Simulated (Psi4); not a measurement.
# InHF (SMILES [F][InH]): UOMP2.5/LANL2DZ (fitted SCF, core potential, Cartesian functions)

Aim: the energy change on altering one bond length of InHF at UOMP2.5/LANL2DZ (fitted SCF, core potential, Cartesian functions), from 2 runs. 

The calculation is run with Psi4 1.11.

4 further runs of the same task are left out: 4 set aside as unsound or not needed.

## Step 1: Starting point

InHF: 3 atoms, total charge 0, spin state doublet. As SMILES, `[F][InH]`. Geometry: relaxed at PBE0-D4/def2-TZVP.

Bond lengths: F1–In2 1.970 Å, In2–H3 1.779 Å. Angles: F1–In2–H3 113.8°.

## Step 2: A single-point energy at UOMP2.5/LANL2DZ (fitted SCF, core potential, Cartesian functions)

Contents of job.in:

```
memory 1600 mb

molecule {
  0 2
  F      1.088400     0.989500     0.694300
  In    -0.522500     0.355100    -0.244800
  H     -0.576900    -1.409400    -0.462800
}

set reference uhf
set scf_type df
set mp_type conv

E = energy("omp2.5/LANL2DZ")
```

Started as:

```
$ psi4 -n 1 job.in job.out
```

job.out (excerpt; [...] marks lines left out):

```text
[...]
    !!!  WARNING: ECP capability is in beta. Please check occupations closely.  !!!
[...]
  Running in cs symmetry.
[...]
  Nuclear repulsion =    9.662805801320113
[...]
  Multiplicity = 2
[...]
  Nalpha       = 7
  Nbeta        = 6
[...]
    Number of basis functions: 19
[...]
   @DF-UHF iter   1:  -101.73427199335929   -6.69825e-01   2.79541e-02 DIIS/ADIIS
[...]
   @DF-UHF iter  14:  -101.83294136298977   -2.84217e-13   8.37534e-09 DIIS
[...]
   @S^2 Observed:                7.689542256E-01
[...]
    Orbital Energies [Eh]
    ---------------------
    Alpha Occupied:
       1Ap   -26.180916     2Ap    -1.449072     3Ap    -0.596523
       4Ap    -0.548963     1App   -0.538411     5Ap    -0.507152
       6Ap    -0.333791
    Alpha Virtual:
       2App    0.008037     7Ap     0.093591     8Ap     0.139325
       3App    0.258917     9Ap     0.280030    10Ap     0.342827
       4App    1.160407    11Ap     1.161868    12Ap     1.212270
      13Ap     1.273117    14Ap     1.921090    15Ap    11.596647
    Beta Occupied:
[...]
  @DF-UHF Final Energy:  -101.83294136298977
   => Energetics <=
    Nuclear Repulsion Energy =              9.6628058013201130
    One-Electron Energy =                -163.1377133585208412
    Two-Electron Energy =                  51.6419661942109727
    Total Energy =                       -101.8329413629897715
  UHF NO Occupations:
  HONO-2 :    4 Ap 1.9997093
  HONO-1 :    5 Ap 1.9908185
[...]
 Multipole Moments:
 ------------------------------------------------------------------------------------
     Multipole            Electronic (a.u.)      Nuclear  (a.u.)        Total (a.u.)
 ------------------------------------------------------------------------------------
 L = 1.  Multiply by 2.5417464519 to convert [e a0] to [Debye]
 Dipole X            :        -26.6029152           24.9907585           -1.6121567
 Dipole Y            :         -5.7915974            5.6088834           -0.1827140
 Dipole Z            :          0.0000000            0.0000000            0.0000000
 Magnitude           :                                                    1.6224776
[...]
	SCS-MP2 Total Energy (a.u.)        :  -101.97735140759390
	SOS-MP2 Total Energy (a.u.)        :  -101.97577687370681
[...]
	SCSN-MP2 Total Energy (a.u.)       :  -101.89985831378866
[...]
	SOS-PI-MP2 Total Energy (a.u.)     :  -101.99040084226645
[...]
	MP2 Total Energy (a.u.)            :  -101.98427568927585
[...]
	OMP2.5 Total Energy (a.u.)         :  -101.98106090147874
[...]
```

It took 1.8 s on 1 thread of Intel Xeon 6975P-C (Granite Rapids), shared host; peak memory 4.2 GiB.

## Step 3: The distorted shape at the same level

Contents of input.dat:

```
memory 1600 mb

molecule {
  0 2
  F      1.126481     2.224679     0.846904
  In    -0.484419     1.590279    -0.092196
  H     -0.576900    -1.409400    -0.462800
}

set reference uhf
set scf_type df
set mp_type conv

energy('omp2.5/LANL2DZ')
```

Started as:

```
$ psi4 input.dat output.dat -n 1
```

output.dat (excerpt; [...] marks lines left out):

```text
[...]
  Running in cs symmetry.
[...]
  Nuclear repulsion =    8.907209606121816
[...]
  Multiplicity = 2
[...]
  Nalpha       = 7
  Nbeta        = 6
[...]
    Number of basis functions: 19
[...]
   @DF-UHF iter   1:  -101.69959598288774   -7.07892e-01   2.88274e-02 DIIS/ADIIS
[...]
   @DF-UHF iter  15:  -101.81154898623635   -9.94760e-14   2.55396e-09 DIIS
[...]
   @S^2 Observed:                7.716200615E-01
[...]
    Orbital Energies [Eh]
    ---------------------
    Alpha Occupied:
       1Ap   -26.166185     2Ap    -1.434845     3Ap    -0.569853
       4Ap    -0.529161     1App   -0.526631     5Ap    -0.521496
       6Ap    -0.343599
    Alpha Virtual:
       2App    0.024717     7Ap     0.045972     8Ap     0.108105
       3App    0.276132     9Ap     0.280472    10Ap     0.370633
      11Ap     1.023259     4App    1.170142    12Ap     1.184288
      13Ap     1.274770    14Ap     1.928428    15Ap    11.656804
    Beta Occupied:
[...]
  @DF-UHF Final Energy:  -101.81154898623635
   => Energetics <=
    Nuclear Repulsion Energy =              8.9072096061218158
    One-Electron Energy =                -161.7767074128024660
    Two-Electron Energy =                  51.0579488204442953
    Total Energy =                       -101.8115489862363461
  UHF NO Occupations:
  HONO-2 :    4 Ap 1.9999861
  HONO-1 :    5 Ap 1.9891511
[...]
 Multipole Moments:
 ------------------------------------------------------------------------------------
     Multipole            Electronic (a.u.)      Nuclear  (a.u.)        Total (a.u.)
 ------------------------------------------------------------------------------------
 L = 1.  Multiply by 2.5417464519 to convert [e a0] to [Debye]
 Dipole X            :        -26.1722990           24.8097365           -1.3625626
 Dipole Y            :         -4.0137422            3.4921223           -0.5216199
 Dipole Z            :          0.0000000            0.0000000            0.0000000
 Magnitude           :                                                    1.4589942
[...]
	SCS-MP2 Total Energy (a.u.)        :  -101.95633145354306
	SOS-MP2 Total Energy (a.u.)        :  -101.95471000498630
[...]
	SCSN-MP2 Total Energy (a.u.)       :  -101.87941220229190
[...]
	SOS-PI-MP2 Total Energy (a.u.)     :  -101.96929791042767
[...]
	MP2 Total Energy (a.u.)            :  -101.96358973770910
[...]
	OMP2.5 Total Energy (a.u.)         :  -101.96024696715079
[...]
```

Run time: 1.9 s. Hardware: 1 thread of Intel Xeon 6975P-C (Granite Rapids), shared host; peak memory 4.2 GiB.

## Step 4: What came out

At UOMP2.5/LANL2DZ (fitted SCF, core potential, Cartesian functions):

| quantity | value |
| --- | --- |
| first shape: total energy | -101.98106 Eh |
| first shape: HOMO energy (Hartree–Fock orbitals) (highest over α and β) | -9.08 eV |
| first shape: LUMO energy (Hartree–Fock orbitals) (lowest over α and β) | -0.14 eV |
| first shape: correlation energy | -148.1 mEh |
| first shape: ⟨S²⟩ of the reference determinant | 0.769 |
| distorted shape: total energy | -101.96025 Eh |
| distorted shape: HOMO energy (Hartree–Fock orbitals) (highest over α and β) | -9.35 eV |
| distorted shape: LUMO energy (Hartree–Fock orbitals) (lowest over α and β) | 0.17 eV |
| distorted shape: correlation energy | -148.7 mEh |
| distorted shape: ⟨S²⟩ of the reference determinant | 0.772 |
| energy change with the In2–H3 bond stretched from 1.779 to 3.024 Å | 0.566 eV |

With the In2–H3 bond stretched from 1.779 to 3.024 Å the energy rises by 0.57 eV (13.1 kcal/mol). The first shape isn't relaxed at this level, so the change isn't measured from a minimum.
